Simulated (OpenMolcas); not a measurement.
# B2H4F2 (diborane 1,2-di F): HF/Ahlrichs_VDZ (Cholesky decomposition)

Aim: the electrostatic solvation energy at fixed shape (PCM, tetrahydrofuran) of B2H4F2 (diborane 1,2-di F) at HF/Ahlrichs_VDZ (Cholesky decomposition), from 2 runs. 

The results are computed with OpenMolcas 26.06.

4 further runs of the same task are left out: 4 set aside as unsound or not needed.

## 1. Starting point

The species is B2H4F2 (8 atoms), meant as a singlet with charge 0. The shape is that of a GFN2-xTB optimisation.

Bond lengths: B1–F2 1.333 Å, B1–B5 1.872 Å, B5–F6 1.333 Å, B1–H3 1.173 Å, H4–B5 1.343 Å, B5–H7 1.173 Å, B1–H8 1.343 Å. Some angles: F2–B1–B5 120.6°, B1–B5–F6 120.6°, F2–B1–H3 117.5°, F2–B1–H8 111.4°, B5–B1–H8 46.7°, H3–B1–B5 121.9°, B1–B5–H4 46.7°, B1–B5–H7 121.9°, F6–B5–H7 117.5°, H4–B5–F6 111.4°.

## 2. The charge distribution at HF/Ahlrichs_VDZ (Cholesky decomposition)

Input file run.inp:

```
* B2F2H4 Hartree-Fock

&GATEWAY
 Coord
 8
 angstrom
 B        0.900280       0.135600       0.220540
 F        1.577350      -0.870490       0.774860
 H        1.468510       1.149340       0.064650
 H       -0.279410       0.344870       0.872020
 B       -0.901660      -0.069840      -0.243330
 F       -1.523610      -1.233090      -0.048610
 H       -1.518140       0.797180      -0.736440
 H        0.276680      -0.253560      -0.903690
 Basis=Ahlrichs_VDZ
 Group=NoSym

&SEWARD
 Medium

&SCF
 PrOrbitals=1 1

&LOCALISATION
 Boys
```

Command:

```sh
$ export MOLCAS_MEM=1860
$ pymolcas run.inp > run.log
```

The program printed:

```text
--- Start Module: gateway ---
[...]
--- Stop Module: gateway /rc=_RC_ALL_IS_WELL_ ---
[...]
      Basis functions           44
[...]
--- Start Module: scf ---
[...]
       Convergence after  10 Iterations
[...]
::    Total SCF energy                               -250.3457998928
[...]
      Total spin, S                                     0.0000000000
[...]
      Total electronic charge=   32.000000
      Total            charge=   -0.000000
[...]
      Dipole Moment (debye):
      Origin of the operator (angstrom)=    0.0149   -0.5806    0.2004
                   X= -6.2901E-02               Y=  2.5743E+00               Z= -8.8870E-01           Total=  2.7241E+00
      Quadrupole Moment (debye*angstrom):
[...]
--- Stop Module: scf /rc=_RC_ALL_IS_WELL_ ---
--- Start Module: localisation ---
[...]
--- Stop Module: localisation /rc=_RC_ALL_IS_WELL_ ---
[...]
```

Wall time 2.1 s (1 thread of Arm Neoverse V1, shared host).

Atomic charges (e):

| atom | Mulliken |
| --- | --- |
| B1 | +0.402 |
| F2 | -0.380 |
| H3 | +0.034 |
| H4 | -0.056 |
| B5 | +0.402 |
| F6 | -0.380 |
| H7 | +0.034 |
| H8 | -0.056 |

## 3. The charge distribution at HF/Ahlrichs_VDZ (Cholesky decomposition, PCM tetrahydrofuran)

Input file run.inp:

```
>>> EXPORT MOLCAS_PRINT=2
&GATEWAY
COORD
8
angstrom
B        0.900280       0.135600       0.220540
F        1.577350      -0.870490       0.774860
H        1.468510       1.149340       0.064650
H       -0.279410       0.344870       0.872020
B       -0.901660      -0.069840      -0.243330
F       -1.523610      -1.233090      -0.048610
H       -1.518140       0.797180      -0.736440
H        0.276680      -0.253560      -0.903690
BASIS=Ahlrichs_VDZ
GROUP=NoSym
RF-INPUT
PCM-Model
Solvent=tetrahydrofuran
End of RF-Input
&SEWARD
MEDIUM
&SCF
PRORBITALS=1 1
&LOCALISATION
BOYS
```

Command:

```sh
$ export MOLCAS_MEM=1860
$ pymolcas run.inp > run.log
```

The program printed:

```text
--- Start Module: gateway ---
[...]
--- Stop Module: gateway /rc=_RC_ALL_IS_WELL_ ---
[...]
      Basis functions           44
[...]
--- Start Module: scf ---
[...]
       Convergence after  10 Iterations
[...]
::    Total SCF energy                               -250.3553503842
[...]
      Total spin, S                                     0.0000000000
[...]
      Total electronic charge=   32.000000
      Total            charge=   -0.000000
[...]
      Dipole Moment (debye):
      Origin of the operator (angstrom)=    0.0149   -0.5806    0.2004
                   X= -6.8560E-02               Y=  2.8917E+00               Z= -9.9953E-01           Total=  3.0603E+00
      Quadrupole Moment (debye*angstrom):
[...]
--- Stop Module: scf /rc=_RC_ALL_IS_WELL_ ---
[...]
--- Start Module: localisation ---
[...]
--- Stop Module: localisation /rc=_RC_ALL_IS_WELL_ ---
[...]
```

Run time: 3.6 s. Hardware: 1 thread of Arm Neoverse V1, shared host.

Atomic charges (e):

| atom | Mulliken |
| --- | --- |
| B1 | +0.383 |
| F2 | -0.403 |
| H3 | +0.047 |
| H4 | -0.027 |
| B5 | +0.384 |
| F6 | -0.403 |
| H7 | +0.046 |
| H8 | -0.027 |

## 4. Summary of results

At HF/Ahlrichs_VDZ (Cholesky decomposition):

```
                                        quantity          value
                         gas phase: total energy  -250.34580 Eh
                        gas phase: dipole moment         2.72 D
                          gas phase: HOMO energy      -14.35 eV
                          gas phase: LUMO energy        3.01 eV
                        gas phase: HOMO–LUMO gap       17.36 eV
              PCM, tetrahydrofuran: total energy  -250.35535 Eh
             PCM, tetrahydrofuran: dipole moment         3.06 D
               PCM, tetrahydrofuran: HOMO energy      -13.90 eV
               PCM, tetrahydrofuran: LUMO energy        3.51 eV
             PCM, tetrahydrofuran: HOMO–LUMO gap       17.41 eV
energy change from gas to solvent at fixed shape      -0.260 eV
```

In words: The solvent model (PCM, tetrahydrofuran) lowers the energy by 0.26 eV (−6.0 kcal/mol) at the same shape. It holds the electrostatic part alone, without cavity or dispersion terms. Mulliken charges (gas phase) run from -0.38 on F6 to +0.40 on B1. Mulliken charges (PCM, tetrahydrofuran) run from -0.40 on F6 to +0.38 on B5; they depend strongly on the basis.
